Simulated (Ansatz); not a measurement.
# H2MoSi: the cost of one run

Program: Ansatz 0.2.0, Gaussian basis. Level of theory: def2-TZVPP, core rule «outside noble gas», up to 9 orbitals frozen. These are calculated values, not measurements.

To be run: UHF; CCSD(T) on ROHF; CCSD(T) on UHF; CCSDT(Q) on ROHF.

14 further runs of the same task are left out: 5 for a known fault of the program, 1 that didn't finish, 8 set aside as unsound or not needed.

**1. What is computed**

The geometry is a PBE0/def2-TZVP stationary point (not a proven minimum) of the parent state, kept for this charge and spin. No spin-orbit coupling is included. Elements past krypton take def2 core potentials.

4 atoms, charge 1, spin multiplicity 4.

Atoms are counted from 1 here; the program's logs count them from 0.

Bond lengths: Mo1–Si2 2.342 Å, Si2–H3 1.496 Å, Si2–H4 1.496 Å. Angles: Mo1–Si2–H3 126.7°, Mo1–Si2–H4 126.7°, H3–Si2–H4 106.5°.

**2. UHF**

Input file in.yaml:

```yaml
crystal:
  periodic: [false, false, false]
  atoms:
    - {symbol: Mo, position_ang: [0.000000, 0.000000, 0.573656]}
    - {symbol: Si, position_ang: [0.000000, 0.000000, -1.768452]}
    - {symbol: H, position_ang: [0.000000, 1.198856, -2.663205]}
    - {symbol: H, position_ang: [0.000000, -1.198856, -2.663205]}
basis:
  gaussian: {orbitals: def2-TZVPP}
total_charge: 1
magnetization: {spin_polarized: true, initial_magnetization: 3}
hamiltonian: {xc: hf}
output: {orbitals: {seedname: orbitals}}
```

On the command line:

```bash
ansatz run in.yaml --threads 1 --pin off --events-out ev --progress --plain --max-ram 4096MiB --backend cpu
```

**Question.** How long does this run take on 1 thread of AMD EPYC 7R13, shared host, and how much memory does it need?

About 34 s, with a peak of 0.32 GiB.
